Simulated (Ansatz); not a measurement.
**The germanium atom (triplet): wave-function methods side by side, def2-TZVPD**

Aim: climb from Hartree-Fock through coupled cluster and multireference methods for the germanium atom (triplet) at one geometry and basis, and see what each rung misses.

Method: def2-TZVPD, core rule «outside noble gas», up to 14 orbitals frozen; program: Ansatz 0.2.0, Gaussian basis.

Plan: UHF; CCSD(T) on ROHF; CCSD(T) on UHF; BCCD(T) on ROHF; CISD; CCSDT(Q) on ROHF; CCSDT(Q) on UHF; CASSCF and MRCISD+Q, 4 electrons in 4 orbitals; CASSCF and MRCISD+Q(relaxed), 4 electrons in 4 orbitals; CASSCF and NEVPT4(SD), 4 electrons in 4 orbitals; CASSCF and NEVPT2, 4 electrons in 4 orbitals.

### Step 1. The atom

A free atom, in its lowest state of this spin that the program finds. No spin-orbit coupling is included. The filled d shell of Ge may be among the frozen orbitals whatever the setting's name suggests; the logs give the count.

1 atom, charge 0, spin multiplicity 3.

### Step 2. UHF

in.yaml

```yaml
crystal:
  periodic: [false, false, false]
  atoms:
    - {symbol: Ge, position_ang: [0.000000, 0.000000, 0.000000]}
basis:
  gaussian: {orbitals: def2-TZVPD}
magnetization: {spin_polarized: true, initial_magnetization: 2}
hamiltonian: {xc: hf}
output: {orbitals: {seedname: orbitals}}
```

The run is started by

```
> ansatz run in.yaml --threads 1 --pin off --events-out ev --progress --plain --max-ram 2393MiB
```

Further steps of the session: CCSD(T) on ROHF; CCSD(T) on UHF; BCCD(T) on ROHF; CISD; CCSDT(Q) on ROHF; CCSDT(Q) on UHF; CASSCF and MRCISD+Q, 4 electrons in 4 orbitals; CASSCF and MRCISD+Q(relaxed), 4 electrons in 4 orbitals; CASSCF and NEVPT4(SD), 4 electrons in 4 orbitals; CASSCF and NEVPT2, 4 electrons in 4 orbitals.

Q: Predict the results of all the runs planned. Wanted: UCCSDT(Q) below the RHF energy; RMP2 from UCCSDT(Q); UMP2 from UCCSDT(Q); RCCSD from UCCSDT(Q); RCCSD(T) from UCCSDT(Q); UCCSD(T) from UCCSDT(Q); RCCSDT(Q) from UCCSDT(Q); NEVPT2 valence from UCCSDT(Q); NEVPT4(SD) valence from UCCSDT(Q).

**Answer**, as computed:

| quantity | value |
| --- | --- |
| UCCSDT(Q) below the RHF energy | -1.9339 eV |
| RMP2 from UCCSDT(Q) | +474.9 meV |
| UMP2 from UCCSDT(Q) | +468.0 meV |
| RCCSD from UCCSDT(Q) | +78.4 meV |
| RCCSD(T) from UCCSDT(Q) | +25.7 meV |
| UCCSD(T) from UCCSDT(Q) | +14.7 meV |
| RCCSDT(Q) from UCCSDT(Q) | +10.9 meV |
| NEVPT2 valence from UCCSDT(Q) | +362.0 meV |
| NEVPT4(SD) valence from UCCSDT(Q) | +35.7 meV |
| MRCISD+Q valence from UCCSDT(Q) | -3.1 meV |
| levels within 1 kcal/mol (43 meV) | RCCSD(T), UCCSD(T), BCCD(T), RCCSDT, UCCSDT, RCCSDT(Q), NEVPT4(SD) valence, MRCISD+Q valence, MRCISD+Q(relaxed) valence |
| T1 diagnostic | 0.021 |
| effectively unpaired electrons | 2.01 |

**Reading.** RCCSD(T) lands +25.7 meV from the yardstick (1.3 % of the correlation energy). One determinant dominates. Of the multireference levels listed MRCISD+Q valence comes nearest in total energy (-3.1 meV), which doesn't show that its space is the better one. These misses are within one basis, not against nature; the frozen cores of restricted and unrestricted runs differ, which can shift their rows.
